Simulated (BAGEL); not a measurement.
**SiN2H6O (SMILES N[SiH](N)O): a chain of runs**

We compute the energy (HF/cc-pVDZ), then the energy (NEVPT2(2,2)/cc-pVDZ), then a single-point energy (CASPT2(2,2)/cc-pVDZ) of SiN2H6O. 

The calculation is run with BAGEL 1.2.2.

**1. The system as given**

SiN2H6O has 10 atoms, charge 0, and is taken as a singlet. As SMILES, `N[SiH](N)O`. The N1–H5 distance was set to 1.611 Å, away from the relaxed value. At this shape a bond of the SMILES string is far longer than usual.

Bond lengths: N1–Si2 1.713 Å, Si2–N3 1.706 Å, Si2–O4 1.648 Å, N1–H6 1.007 Å, Si2–H7 1.482 Å, N3–H8 1.007 Å, N3–H9 1.006 Å, O4–H10 0.959 Å. Some angles: N1–Si2–N3 104.7°, N1–Si2–O4 106.6°, N3–Si2–O4 119.3°, N1–Si2–H7 118.9°, N3–Si2–H7 106.1°, O4–Si2–H7 102.2°, Si2–N1–H6 119.6°, Si2–N3–H8 121.6°, Si2–N3–H9 120.9°, Si2–O4–H10 116.3°. A long bond or contact: N1–H5 1.611 Å.

**2. A single-point energy at HF/cc-pVDZ (density fitting with svp-jkfit) (run 1)**

Contents of calc.json:

```json
{ "bagel" : [

{
  "title" : "molecule",
  "basis" : "cc-pvdz.json",
  "df_basis" : "svp-jkfit",
  "angstrom" : "true",
  "geometry" : [
    { "atom" : "N", "xyz" : [   -0.868374,    0.723050,    0.199619 ] },
    { "atom" : "Si", "xyz" : [    0.399426,   -0.406750,    0.424519 ] },
    { "atom" : "N", "xyz" : [   -0.341474,   -1.742250,    1.184819 ] },
    { "atom" : "O", "xyz" : [    1.113826,   -0.610750,   -1.046781 ] },
    { "atom" : "H", "xyz" : [   -0.620700,    2.036300,   -0.700200 ] },
    { "atom" : "H", "xyz" : [   -1.506074,    0.912850,    0.955619 ] },
    { "atom" : "H", "xyz" : [    1.549826,   -0.032950,    1.281419 ] },
    { "atom" : "H", "xyz" : [   -1.216374,   -2.117450,    0.857119 ] },
    { "atom" : "H", "xyz" : [    0.209426,   -2.435350,    1.662719 ] },
    { "atom" : "H", "xyz" : [    0.527926,   -0.809850,   -1.779181 ] }
  ]
},
{
  "title" : "hf"
},
{
  "title" : "print",
  "file" : "orbitals.molden",
  "orbitals" : "true"
}

]}
```

The basis set cc-pVDZ is read from a file made from the Basis Set Exchange's data (not shown).

Started as:

```sh
$ BAGEL_NUM_THREADS=1 BAGEL calc.json > calc.out
```

Log:

```text
* using 1 threads per process

  ===============================================================
  ===============================================================

  *** Geometry ***

  { "atom" : "N", "xyz" : [     -1.640989,      1.366366,      0.377225 ] },
  { "atom" : "Si", "xyz" : [      0.754806,     -0.768646,      0.802225 ] },
  { "atom" : "N", "xyz" : [     -0.645292,     -3.292375,      2.238983 ] },
  { "atom" : "O", "xyz" : [      2.104826,     -1.154150,     -1.978129 ] },
  { "atom" : "H", "xyz" : [     -1.172953,      3.848049,     -1.323186 ] },
  { "atom" : "H", "xyz" : [     -2.846067,      1.725036,      1.805858 ] },
  { "atom" : "H", "xyz" : [      2.928747,     -0.062266,      2.421531 ] },
  { "atom" : "H", "xyz" : [     -2.298614,     -4.001401,      1.619720 ] },
  { "atom" : "H", "xyz" : [      0.395758,     -4.602145,      3.142084 ] },
  { "atom" : "H", "xyz" : [      0.997636,     -1.530395,     -3.362165 ] },

  Number of auxiliary basis functions:      467

  Since a DF basis is specified, we compute 2- and 3-index integrals:
    o Being stored without compression. Storage requirement is 0.030 GB

  Number of basis functions:       90
  Number of electrons      :       42

    * METHOD: MOLECULE                             0.24

  *** RHF ***

  === Nuclear Repulsion ===
   184.2956195746

      * DIIS with orbital gradients will be used.

  === RHF iteration (cc-pvdz.json) ===
      0       -475.70308232          0.02272076           0.06
      1       -476.00111393          0.01534888           0.06
      2       -476.17160529          0.00172701           0.06
      3       -476.17428448          0.00076618           0.06
      4       -476.17479121          0.00018075           0.06
      5       -476.17483222          0.00005361           0.06
      6       -476.17483738          0.00002394           0.06
      7       -476.17483839          0.00000960           0.06
      8       -476.17483859          0.00000461           0.06
      9       -476.17483865          0.00000265           0.06
     10       -476.17483867          0.00000146           0.06
     11       -476.17483868          0.00000068           0.06
     12       -476.17483868          0.00000027           0.06
     13       -476.17483868          0.00000012           0.06
     14       -476.17483868          0.00000005           0.06
     15       -476.17483868          0.00000002           0.06
     16       -476.17483868          0.00000001           0.06
     17       -476.17483868          0.00000001           0.06
    * SCF iteration converged.

    * Permanent dipole moment:
           (    0.805020,     0.148615,     0.037144) a.u.

    * METHOD: HF                                   1.25

    * METHOD: PRINT                                0.02

  ===============================================================
```

Run time: 1.6 s. Hardware: 1 thread of Arm Neoverse V1, shared host; peak memory 0.15 GiB.

**3. The energy at NEVPT2(2,2)/cc-pVDZ (density fitting with svp-jkfit) (run 2)**

calc.json: that of step 2 with these lines changed.

```diff
@@ -6,3 +6,3 @@
   "df_basis" : "svp-jkfit",
-  "angstrom" : "true",
+  "angstrom" : true,
   "geometry" : [
@@ -20,10 +20,6 @@
 },
-{
-  "title" : "hf"
-},
-{
-  "title" : "print",
-  "file" : "orbitals.molden",
-  "orbitals" : "true"
-}
+{ "title" : "hf" },
+{ "title" : "casscf", "nstate" : 1, "nact" : 2, "nclosed" : 20, "active" : [19, 22], "maxiter" : 200, "natocc" : true },
+{ "title" : "nevpt2", "nstate" : 1, "nact" : 2, "nclosed" : 20, "active" : [19, 22], "maxiter" : 200, "natocc" : true, "ncore" : 8 },
+{ "title" : "print", "file" : "orbitals.molden", "orbitals" : true }
```

The basis set cc-pVDZ is read from a file made from the Basis Set Exchange's data (not shown).

Started as:

```sh
$ BAGEL_NUM_THREADS=1 BAGEL calc.json > calc.out
```

Log:

```text
* using 1 threads per process

  ===============================================================
  ===============================================================

  *** Geometry ***

  { "atom" : "N", "xyz" : [     -1.640989,      1.366366,      0.377225 ] },
  { "atom" : "Si", "xyz" : [      0.754806,     -0.768646,      0.802225 ] },
  { "atom" : "N", "xyz" : [     -0.645292,     -3.292375,      2.238983 ] },
[... 6 lines of this table left out ...]
  { "atom" : "H", "xyz" : [      0.997636,     -1.530395,     -3.362165 ] },

  Number of auxiliary basis functions:      467

  Since a DF basis is specified, we compute 2- and 3-index integrals:
    o Being stored without compression. Storage requirement is 0.030 GB

[... 18 lines left out ...]
    * SCF iteration converged.
[... 1 line left out ...]
    * Permanent dipole moment:
[... 27 lines left out ...]
    * Second-order optimization converged. *
[... 1 line left out ...]
     guess   0:   closed 1.                   open ..

  === FCI iteration ===

      0  0      -476.17268876     9.17e-02      0.00
      1  0      -476.21957392     6.90e-03      0.00
      2  0 *    -476.21992681     1.37e-15      0.00

     * ci vector, state   0, <S^2> = 0.0000
       2.     0.9683189019
       .2    -0.2497168479

    * METHOD: CASSCF                               4.70

    * freezing 8 orbitals

  === DF-NEVPT2 calculation ===

    * 3-index integral transformation done
    * assembly done

      NEVPT2 correlation energy:   -0.6054008906      0.23

          (+0)     -0.5375986427
          (+0)'    -0.0219022598
          (+1)     -0.0083557948
          (+1)'     0.0000000000
          (+2)     -0.0004994996
          (-1)     -0.0328598047
          (-1)'     0.0000000000
          (-2)     -0.0041848890

      NEVPT2 total energy:       -476.8253277025

    * METHOD: NEVPT2                               0.35

    * METHOD: PRINT                                0.02

  ===============================================================
```

Run time: 6.9 s. Hardware: 1 thread of Arm Neoverse V1, shared host; peak memory 0.15 GiB.

**4. A single-point energy at CASPT2(2,2)/cc-pVDZ (density fitting with svp-jkfit) (run 3)**

Contents of caspt2.json:

```json
{ "bagel" : [

{
  "title" : "molecule",
  "basis" : "cc-pvdz.json",
  "df_basis" : "svp-jkfit",
  "angstrom" : true,
  "geometry" : [
    { "atom" : "N", "xyz" : [   -0.868374,    0.723050,    0.199619 ] },
    { "atom" : "Si", "xyz" : [    0.399426,   -0.406750,    0.424519 ] },
    { "atom" : "N", "xyz" : [   -0.341474,   -1.742250,    1.184819 ] },
    { "atom" : "O", "xyz" : [    1.113826,   -0.610750,   -1.046781 ] },
    { "atom" : "H", "xyz" : [   -0.620700,    2.036300,   -0.700200 ] },
    { "atom" : "H", "xyz" : [   -1.506074,    0.912850,    0.955619 ] },
    { "atom" : "H", "xyz" : [    1.549826,   -0.032950,    1.281419 ] },
    { "atom" : "H", "xyz" : [   -1.216374,   -2.117450,    0.857119 ] },
    { "atom" : "H", "xyz" : [    0.209426,   -2.435350,    1.662719 ] },
    { "atom" : "H", "xyz" : [    0.527926,   -0.809850,   -1.779181 ] }
  ]
},
{
  "title" : "hf"
},
{
  "title" : "casscf",
  "nstate" : 1,
  "nact" : 2,
  "nclosed" : 20,
  "nspin" : 0,
  "active" : [19, 22],
  "maxiter" : 200,
  "natocc" : true
},
{
  "title" : "print",
  "file" : "orbitals.molden",
  "orbitals" : true
},
{
  "title" : "smith",
  "method" : "caspt2",
  "ms" : true,
  "xms" : true,
  "sssr" : true,
  "shift" : 0.2,
  "shift_imag" : true,
  "ncore" : 8
}

]}
```

The basis set cc-pVDZ is read from a file made from the Basis Set Exchange's data (not shown).

Started as:

```sh
$ BAGEL_NUM_THREADS=1 BAGEL caspt2.json > caspt2.out
```

Log:

```text
* using 1 threads per process

  ===============================================================
  ===============================================================

  *** Geometry ***

  { "atom" : "N", "xyz" : [     -1.640989,      1.366366,      0.377225 ] },
  { "atom" : "Si", "xyz" : [      0.754806,     -0.768646,      0.802225 ] },
  { "atom" : "N", "xyz" : [     -0.645292,     -3.292375,      2.238983 ] },
[... 6 lines of this table left out ...]
  { "atom" : "H", "xyz" : [      0.997636,     -1.530395,     -3.362165 ] },

  Number of auxiliary basis functions:      467

  Since a DF basis is specified, we compute 2- and 3-index integrals:
    o Being stored without compression. Storage requirement is 0.030 GB

[... 18 lines left out ...]
    * SCF iteration converged.
[... 1 line left out ...]
    * Permanent dipole moment:
[... 27 lines left out ...]
    * Second-order optimization converged. *
[... 9 lines left out ...]
     * ci vector, state   0, <S^2> = 0.0000
[... 16 lines left out ...]
    * Zeroth order energy : state  0       -0.8419017538
[... 4 lines left out ...]
       #      aibj      arbs      arbi      airj      risj      airs      arst      rist         Etot      error   time
[... 2 lines left out ...]
       0  -0.53603  -0.00508  -0.03386  -0.00883  -0.00069  -0.02026  -0.00000  -0.00000   -0.6047491  0.0010839   0.12
       1  -0.53612  -0.00510  -0.03396  -0.00890  -0.00072  -0.02054  -0.00000  -0.00000   -0.6053442  0.0001501   0.10
       2  -0.53613  -0.00510  -0.03395  -0.00890  -0.00072  -0.02055  -0.00000  -0.00000   -0.6053581  0.0000275   0.10
       3  -0.53613  -0.00511  -0.03395  -0.00890  -0.00073  -0.02055  -0.00000  -0.00000   -0.6053585  0.0000053   0.11
       4  -0.53613  -0.00511  -0.03395  -0.00890  -0.00073  -0.02055   0.00000  -0.00000   -0.6053585  0.0000010   0.11

      ------------------------------------------------------------------------------------------------------------------

    * CASPT2 energy : state  0     -476.8278958122
        w/o shift correction       -476.8252853001
        reference weight              0.8447658054

    * METHOD: SMITH                                0.80

  ===============================================================
```

It took 7.2 s on 1 thread of Arm Neoverse V1, shared host; peak memory 0.22 GiB.

**5. Summary of results**

```
                                quantity          value
         run 1, HF/cc-pVDZ: total energy  -476.17484 Eh
        run 1, HF/cc-pVDZ: dipole moment         2.08 D
          run 1, HF/cc-pVDZ: HOMO energy      -10.81 eV
          run 1, HF/cc-pVDZ: LUMO energy        2.26 eV
        run 1, HF/cc-pVDZ: HOMO–LUMO gap       13.07 eV
run 2, NEVPT2(2,2)/cc-pVDZ: total energy  -476.82533 Eh
run 3, CASPT2(2,2)/cc-pVDZ: total energy  -476.82790 Eh
```
